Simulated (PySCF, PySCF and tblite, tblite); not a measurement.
# C₄H₄F₃N₃O: a path driven as a shift of bonds, and NMR exchange, part 2 of 2

PySCF and tblite. Atoms count from 0. Earlier steps stand in the parts before.

## 10. Shieldings, saddle of leg 1: PBE0/pcSseg-1

The job: settings as JSON, then the geometry in Å.

```
{"job": {"kind": "nmr", "xc": "PBE0", "basis": "pcSseg-1", "pop": false}, "charge": 0, "multiplicity": 1}
C      2.617081     0.299856     0.021861
C      1.266812    -0.313163     0.042799
N      1.076764    -1.640234     0.043441
N     -0.351081    -1.815570     0.034733
C     -0.803688    -0.561610     0.029991
O     -2.132164    -0.359930    -0.005427
C     -2.633509     0.910850     0.027185
F     -2.296337     1.546203     1.134857
F     -3.944727     0.791670    -0.017228
F     -2.232960     1.623709    -1.012303
N      0.121714     0.378570     0.104156
H      3.388565    -0.479514     0.015007
H      2.756418     0.938707     0.906100
H      2.734138     0.939009    -0.865729
H      0.434413    -2.225815    -0.825851
```

The log of the run:

```text
coarse grid: 14360 points
cycle   1  E = -692.6866556854  dE =  2.472e+00  |g| = 1.090e+00  |ddm| = 3.668e+00
cycle   2  E = -692.5345765377  dE =  1.521e-01  |g| = 1.510e+00  |ddm| = 1.277e+00
cycle   3  E = -692.8939528812  dE = -3.594e-01  |g| = 9.372e-02  |ddm| = 7.353e-01
cycle   4  E = -692.8946815580  dE = -7.287e-04  |g| = 6.879e-02  |ddm| = 1.063e-01
cycle   5  E = -692.8955368374  dE = -8.553e-04  |g| = 1.888e-02  |ddm| = 5.585e-02
cycle   6  E = -692.8956038721  dE = -6.703e-05  |g| = 5.889e-03  |ddm| = 1.714e-02
cycle   7  E = -692.8956104705  dE = -6.598e-06  |g| = 1.735e-03  |ddm| = 4.703e-03
final grid: 145320 points
cycle   8  E = -692.9842270164  dE = -5.810e-05  |g| = 9.085e-03  |ddm| = 2.883e-02
cycle   9  E = -692.9842112035  dE =  1.581e-05  |g| = 1.300e-02  |ddm| = 1.348e-02
cycle  10  E = -692.9842420959  dE = -3.089e-05  |g| = 1.947e-03  |ddm| = 8.681e-03
cycle  11  E = -692.9842428897  dE = -7.938e-07  |g| = 4.072e-04  |ddm| = 1.663e-03
cycle  12  E = -692.9842429154  dE = -2.573e-08  |g| = 1.945e-04  |ddm| = 3.777e-04
cycle  13  E = -692.9842429226  dE = -7.156e-09  |g| = 5.403e-05  |ddm| = 1.523e-04
cycle  14  E = -692.9842429231  dE = -5.034e-10  |g| = 1.841e-05  |ddm| = 4.529e-05
converged SCF energy = -692.9842429231

GIAO shielding tensors (ppm)
atom      isotropic    diamagn.    paramagn.     s11        s22        s33       span
  0 C      167.711     245.026     -77.315    154.287    160.494    188.351     34.064
  1 C        5.006     256.107    -251.100    -67.747    -14.826     97.592    165.338
  2 N       -4.835     327.094    -331.929   -157.365    -17.982    160.843    318.208
  3 N        9.987     325.905    -315.917   -123.162    -13.877    167.001    290.163
  4 C        9.129     252.791    -243.662    -68.183     36.315     59.254    127.437
  5 O      153.573     398.066    -244.493     97.205    180.000    183.514     86.309
  6 C       58.091     236.792    -178.702     54.583     58.547     61.142      6.559
  7 F      249.201     473.267    -224.066    189.094    211.618    346.891    157.797
  8 F      248.947     463.643    -214.696    196.265    199.646    350.931    154.666
  9 F      250.852     473.915    -223.063    189.385    211.905    351.267    161.881
 10 N      -32.035     334.332    -366.367   -207.420    -89.194    200.508    407.929
 11 H       28.731      26.536       2.196     23.921     27.975     34.298     10.378
 12 H       28.523      27.170       1.353     24.150     27.046     34.373     10.223
 13 H       28.768      27.619       1.149     24.501     27.041     34.763     10.261
 14 H       17.587      26.797      -9.210      3.785     22.840     26.138     22.353
```

Wall time 40 s (1 thread of Arm Neoverse V1, shared host); peak memory 0.94 GiB.

Key values: HOMO -8.09 eV, LUMO -0.59 eV; dipole 2.68 D.

Orbitals, density, ELF and potential are computed afterwards from the orbital file.

Frontier orbitals at PBE0/pcSseg-1, with the share of their density that lies nearest to each atom:

```tsv
orbital	energy (eV)	lies on
HOMO	-8.09	N2, N3 about 24 % each; C1, C4 about 14 % each; O5 11 %
LUMO	-0.59	C1 33 %; N2, N3 about 16 % each; H14 9 %
```

ELF in a plane through or near 10 of the atoms.

Ten even steps from '0' (0.00) to '9' (1.00):
```
0000000000000000000000000000
0000000000000000000000000000
0000000000000000000000000000
0000000000000000000000000000
0000000000000000000000000000
0000000133000120000000000000
0000000476201782001110000000
0000001576202996002320220000
0000188732736576003126862000
0000399956828225115436572000
0000299954344582677628861000
0000089501784138851605740000
0000000016536686369810100000
0000000058846325017620000000
0000000058753897101100000000
0000000024211787300000000000
0000000000000354100000000000
0000000000000010000000000000
0000000000000000000000000000
0000000000000000000000000000
```
The map spans 13.2 Å across and 9.6 Å up, centred on the molecule. Atoms in the plane (x, y in Å): C0 (-2.5, 0.7), C1 (-1.3, -0.1), N2 (-1.3, -1.4), N3 (0.0, -1.8), C4 (0.7, -0.7), O5 (2.0, -0.7), C6 (2.7, 0.4), F8 (4.0, 0.1), N10 (-0.1, 0.4), H11 (-3.4, 0.1).

On the surface of density 0.002 e/bohr³ the electrostatic potential runs, from the 1st to the 99th percentile, from -1.20 V near N10 to 2.02 V near H14.

## 11. Shieldings, end: PBE0/pcSseg-1

The job: settings as JSON, then the geometry in Å.

```
{"job": {"kind": "nmr", "xc": "PBE0", "basis": "pcSseg-1", "pop": false}, "charge": 0, "multiplicity": 1}
C      2.561829     0.216292     0.029970
C      1.172870    -0.304299    -0.009038
N      0.843153    -1.608758    -0.084363
N     -0.488445    -1.777860    -0.080479
C     -0.896345    -0.533894     0.003636
O     -2.224809    -0.282868     0.039990
C     -2.678501     0.995095    -0.002352
F     -2.301319     1.699279     1.054331
F     -3.997170     0.925881    -0.011228
F     -2.280595     1.632661    -1.094061
N      0.060944     0.408822     0.049846
H      3.223975    -0.345775    -0.644558
H      2.978524     0.157565     1.048109
H      2.555427     1.270474    -0.272774
H      1.453104    -2.414723    -0.144077
```

The log of the run:

```text
coarse grid: 14360 points
cycle   1  E = -692.7719390466  dE =  2.492e+00  |g| = 1.088e+00  |ddm| = 3.671e+00
cycle   2  E = -692.6043545024  dE =  1.676e-01  |g| = 1.536e+00  |ddm| = 1.336e+00
cycle   3  E = -692.9794135208  dE = -3.751e-01  |g| = 9.071e-02  |ddm| = 7.603e-01
cycle   4  E = -692.9800174838  dE = -6.040e-04  |g| = 6.873e-02  |ddm| = 9.267e-02
cycle   5  E = -692.9809663275  dE = -9.488e-04  |g| = 1.182e-02  |ddm| = 5.443e-02
cycle   6  E = -692.9809912917  dE = -2.496e-05  |g| = 4.245e-03  |ddm| = 1.065e-02
cycle   7  E = -692.9809943753  dE = -3.084e-06  |g| = 8.863e-04  |ddm| = 2.581e-03
final grid: 145320 points
cycle   8  E = -693.0686046447  dE = -5.463e-05  |g| = 9.557e-03  |ddm| = 2.817e-02
cycle   9  E = -693.0685921630  dE =  1.248e-05  |g| = 1.294e-02  |ddm| = 1.357e-02
cycle  10  E = -693.0686215494  dE = -2.939e-05  |g| = 1.289e-03  |ddm| = 7.672e-03
cycle  11  E = -693.0686218822  dE = -3.329e-07  |g| = 3.371e-04  |ddm| = 1.034e-03
cycle  12  E = -693.0686218973  dE = -1.509e-08  |g| = 1.489e-04  |ddm| = 2.587e-04
cycle  13  E = -693.0686219009  dE = -3.600e-09  |g| = 6.082e-05  |ddm| = 1.377e-04
cycle  14  E = -693.0686219017  dE = -7.560e-10  |g| = 1.620e-05  |ddm| = 5.099e-05
converged SCF energy = -693.0686219017

GIAO shielding tensors (ppm)
atom      isotropic    diamagn.    paramagn.     s11        s22        s33       span
  0 C      171.137     245.020     -73.883    159.151    163.192    191.070     31.919
  1 C       30.658     255.836    -225.178    -22.009      6.074    107.909    129.918
  2 N       50.655     331.356    -280.701    -57.862     91.203    118.623    176.485
  3 N      -21.838     326.308    -348.146   -212.662    -17.390    164.539    377.201
  4 C       18.549     252.380    -233.830    -56.759     48.636     63.771    120.531
  5 O      166.738     397.478    -230.740    131.040    176.067    193.107     62.066
  6 C       57.752     236.513    -178.760     56.194     57.659     59.404      3.210
  7 F      247.482     473.574    -226.092    184.593    211.183    346.671    162.078
  8 F      248.471     463.452    -214.982    192.511    199.937    352.964    160.453
  9 F      250.045     473.841    -223.796    186.533    213.102    350.499    163.966
 10 N        5.439     333.460    -328.021   -145.575    -46.088    207.981    353.556
 11 H       29.147      27.036       2.111     24.471     27.753     35.216     10.745
 12 H       28.846      26.773       2.073     25.059     25.980     35.501     10.442
 13 H       28.527      27.833       0.694     23.340     27.899     34.341     11.001
 14 H       22.441      33.390     -10.949     17.048     23.477     26.798      9.750
```

Run time: 31 s. Hardware: 1 thread of Arm Neoverse V1, shared host; peak memory 0.95 GiB.

In short: HOMO -7.58 eV, LUMO -0.19 eV; dipole 5.38 D.

## 12. Kinetics and line shapes

The job: settings as JSON, then the geometry in Å.

```
{"job": {"smiles": "Cc1n[nH]c(OC(F)(F)F)n1", "charge": 0, "mult": 1, "motion": "shift", "what": "1,2-shift in an azole", "atoms": [14, 3, 2], "drives": [{"terms": [["d", [14, 3], 1], ["d", [14, 2], -1]], "neg": true, "n": 14}], "study": "path", "level": {"kind": "nmr", "xc": "PBE0", "basis": "pcSseg-1"}, "fields": [90, 250, 270], "first": 2, "seed": 242, "refine": {"xc": "PBE0", "basis": "def2-SVP"}, "kind": "path"}, "charge": 0, "multiplicity": 1}
C      2.664247     0.427789     0.050820
C      1.358041    -0.258052    -0.012242
N      1.208296    -1.555917    -0.112102
N     -0.125234    -1.743406    -0.137621
C     -0.712511    -0.534718    -0.050838
O     -2.073604    -0.433902    -0.055099
C     -2.570241     0.806781     0.033937
F     -2.234291     1.433223     1.158886
F     -3.895385     0.716480     0.014428
F     -2.213843     1.594983    -0.977252
N      0.170767     0.414970     0.028778
H      3.460104    -0.308085    -0.000122
H      2.736787     0.992880     0.977435
H      2.750124     1.128580    -0.776631
H     -0.532159    -2.661541    -0.210976
```

The log of the run:

```text
stationary points (kcal/mol above the start)
  n  kind          group   xTB      DFT    lowest mode
  0  minimum      Cs       0.00     0.00      43.9
  1  saddle       C1      43.87    51.93   -1679.1
  2  minimum      Cs      -1.89    -1.10      35.7

GFN2-xTB energies: T/K, barrier G, reaction G (kcal/mol), k forward, k back (1/s)
 150.00    39.36    -1.82   2.84e-45    6.3e-48
 200.00    39.31    -1.83    9.3e-31   9.22e-33
 250.00    39.25    -1.84   5.11e-22   1.25e-23
 298.15    39.18    -1.85   2.35e-16   1.04e-17
 350.00    39.11    -1.85    5.5e-12   3.83e-13
 400.00    39.05    -1.85   7.74e-09    7.5e-10
 500.00    38.91    -1.85   0.000205   3.17e-05

PBE0-D3(BJ)/def2-SVP energies: T/K, barrier G, reaction G (kcal/mol), k forward, k back (1/s)
 150.00    48.45    -1.06   1.62e-58   4.67e-60
 200.00    48.40    -1.07   1.09e-40   7.37e-42
 250.00    48.34    -1.08   5.78e-30    6.6e-31
 298.15    48.28    -1.08   5.11e-23    8.2e-24
 350.00    48.20    -1.09   1.16e-17   2.43e-18
 400.00    48.14    -1.09   8.36e-14   2.12e-14
 500.00    48.00    -1.09   2.17e-08   7.27e-09

PBE0/pcSseg-1 + D3(BJ) energies: T/K, barrier G, reaction G (kcal/mol), k forward, k back (1/s)
 150.00    47.42    -1.03   5.13e-57   1.62e-58
 200.00    47.37    -1.04   1.45e-39   1.05e-40
 250.00    47.31    -1.05   4.59e-29   5.54e-30
 298.15    47.25    -1.06   2.91e-22   4.88e-23
 350.00    47.17    -1.06    5.1e-17   1.11e-17
 400.00    47.11    -1.06   3.05e-13   8.02e-14
 500.00    46.97    -1.06   6.13e-08   2.11e-08
```

Wall time 19 min (1 thread of Arm Neoverse V1, shared host); peak memory 0.95 GiB. This counts the whole study up to here.

Barriers by level (kcal/mol; entropies in cal/(mol K)). Zero-point and thermal terms come from xTB in every row. ΔG‡ leaves symmetry out; the rate counts equivalent paths (a factor of 2); effective ΔG‡, where given, is the barrier that would give that rate by Eyring's equation alone:

```tsv
level	ΔE‡	with zero-point	ΔH‡	ΔS‡	ΔG‡ (298 K)	ΔE of reaction	k at 298 K (1/s)	effective ΔG‡
GFN2-xTB	43.87	39.41	39.62	1.5	39.18	-1.89	2.4e-16	38.77
PBE0-D3(BJ)/def2-SVP	52.96	48.50	48.71	1.5	48.28	-1.12	5.1e-23	47.86
PBE0/pcSseg-1 + D3(BJ)	51.93	47.47	47.68	1.5	47.25	-1.10	2.9e-22	46.83
```

Sites that the driver pairs across this motion, and where their lines would merge (no couplings; faster rotations or exchange between molecules can average them sooner):

```tsv
nucleus	sites: shielding (ppm)	proton frequency (MHz)	spread (Hz)	coalescence (K)	lines at 298 K
$^{15}$N	N3: 72.0; N3 (end): -21.8	270	2569	above 800	–
$^{15}$N	N2: -43.1; N2 (end): 50.7	270	2566	above 800	–
$^{13}$C	C4: 28.2; C4 (end): 18.5	270	652	above 800	–
$^{13}$C	C1: 21.5; C1 (end): 30.7	270	621	above 800	–
$^{15}$N	N10: 14.0; N10 (end): 5.4	270	234	above 800	–
$^{13}$C	C0: 167.8; C0 (end): 171.1	270	227	above 800	–
$^{1}$H	H14: 22.75; H14 (end): 22.44	270	84	above 800	–
$^{13}$C	C6: 58.4; C6 (end): 57.8	270	47	above 800	–
```

Rows that set an atom against itself at the end compare its shielding in the two forms.

## 13. Outcome

What follows sums up all 2 parts.

| quantity | value |
| --- | --- |
| barrier (PBE0/pcSseg-1 + D3(BJ)) | ΔE‡ 51.9, ΔG‡(298 K) 47.2 kcal/mol |
| barrier (GFN2-xTB) | ΔE‡ 43.9 kcal/mol |
| rate at 298 K | 2.9e-22 s⁻¹ |
| end of the path | -1.1 kcal/mol from the start |

DFT puts the top 51.9 kcal/mol above the start (xTB: 43.9); the rate from the DFT barrier is 2.9e-22 s⁻¹ at 298 K. An error of 1.4 kcal/mol changes that rate tenfold. The moving atom is hydrogen and the barrier is narrow, so tunnelling, which is left out, should speed the exchange.
